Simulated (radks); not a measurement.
**Bi in [Xe] 4f14 5d9 6s2 6p3 6d1: an all-electron calculation**

What are the levels of neutral bismuth, how large are its shells, and how does its energy divide?

The numbers are computed with radks (a radial shooting solver on a logarithmic mesh, Libxc functionals) version 1 (scalar-relativistic Kohn-Sham, PBE, spin-polarised, spherical densities, finite nucleus; open shells are filled with parallel spins first), except any that are marked as measured or tabulated.

### 1 The system

```
element            : bismuth (Z = 83)
charge             : 0
electrons          : 83
configuration      : [Xe] 4f14 5d9 6s2 6p3 6d1
nuclear rms radius : 5.5211 fm
```

Outer shells as boxes (Hund's rule):

Bi
```
[Xe] core
4f [↑↓][↑↓][↑↓][↑↓][↑↓][↑↓][↑↓]
5d [↑↓][↑↓][↑↓][↑↓][↑ ]
6s [↑↓]
6p [↑ ][↑ ][↑ ]
6d [↑ ][  ][  ][  ][  ]
```

### 2 The calculation

Input:

```text
Z 83
configuration [Xe] 4f14 5d9 6s2 6p3 6d1 7s0 5f0 7p0 7d0
relativity scalar-relativistic
functional pbe,pbe
spin polarised
nucleus finite rms 5.5211 fm
c 137.035999084
```

What does the calculation give?

**Answer**, as computed:

| quantity | value |
| --- | --- |
| total energy | -21523.1964 hartree |
| exchange-correlation share of it | 1.83 % |
| −T/E | 1.1334 |
| highest occupied level | 6d up, -0.705 eV |
| most extended occupied level | 6d up, <r> = 7.15 bohr |
| radius at density 0.001 e/bohr³ | 4.76 bohr |
| maxima of the radial density | 4 |

**Reading.** 6 principal shells are occupied and 4 maxima appear in the radial density; where shells overlap, one shows as a shoulder or not at all. Relativity lifts −T/E to 1.133. This is not the tabulated ground configuration, so its levels and sizes aren't those of the ground state, and no measured value stands beside it.
